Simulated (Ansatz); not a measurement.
# GeH5N: the cost of one run

Computed with Ansatz 0.2.0, Gaussian basis. Level: PBE0-D4, def2-SVP first, then def2-TZVP.

114 further runs of the same task are left out: 114 set aside as unsound or not needed.

## (1) The system as given

The guess: 7 atoms, charge 0, spin multiplicity 1.

Atoms are counted from 1 here; the program's logs count them from 0.

Bond lengths: Ge1–N2 2.048 Å, Ge1–H5 1.637 Å, N2–H6 1.012 Å, N2–H7 1.010 Å. Angles: N2–Ge1–H5 88.1°, Ge1–N2–H6 118.5°, Ge1–N2–H7 118.5°, H6–N2–H7 108.2°.

As a file:

```xyz
7
charge 0, multiplicity 1
Ge   -1.12090    0.02530    0.85730
N     0.74500   -0.37010    0.11100
H    -0.18480   -0.21070   -0.91790
H    -1.23070   -0.08900   -1.16990
H    -0.82390    1.61510    0.60550
H     1.14220   -1.28740    0.26720
H     1.47310    0.31670    0.24670
```

Distances that are to change: N2–H3 1.40 Å, Ge1–N2 2.05 Å, Ge1–H3 2.02 Å.

## (2) Relaxing the guess with the reacting distances held

hold/in.yaml reads:

```yaml
crystal:
  periodic: [false, false, false]
  atoms:
    - {symbol: Ge, position_ang: [-1.120900, 0.025300, 0.857300]}
    - {symbol: N, position_ang: [0.745000, -0.370100, 0.111000]}
    - {symbol: H, position_ang: [-0.184800, -0.210700, -0.917900]}
    - {symbol: H, position_ang: [-1.230700, -0.089000, -1.169900]}
    - {symbol: H, position_ang: [-0.823900, 1.615100, 0.605500]}
    - {symbol: H, position_ang: [1.142200, -1.287400, 0.267200]}
    - {symbol: H, position_ang: [1.473100, 0.316700, 0.246700]}
basis:
  gaussian: {orbitals: def2-SVP}
hamiltonian: {xc: pbe0, dispersion: d4}
relax: {f_tol: 0.04, max_steps: 150, escape_saddle: false, constraints: [{distance: [1, 2]}, {distance: [0, 1]}, {distance: [0, 2]}]}
```

Command:

```
$ ansatz run in.yaml --threads 2 --pin off --events-out ev --progress --plain --max-ram 4352MiB
```

**Question.** How long does this run take on 2 threads of Arm Neoverse V1, shared host?

About 9 s.
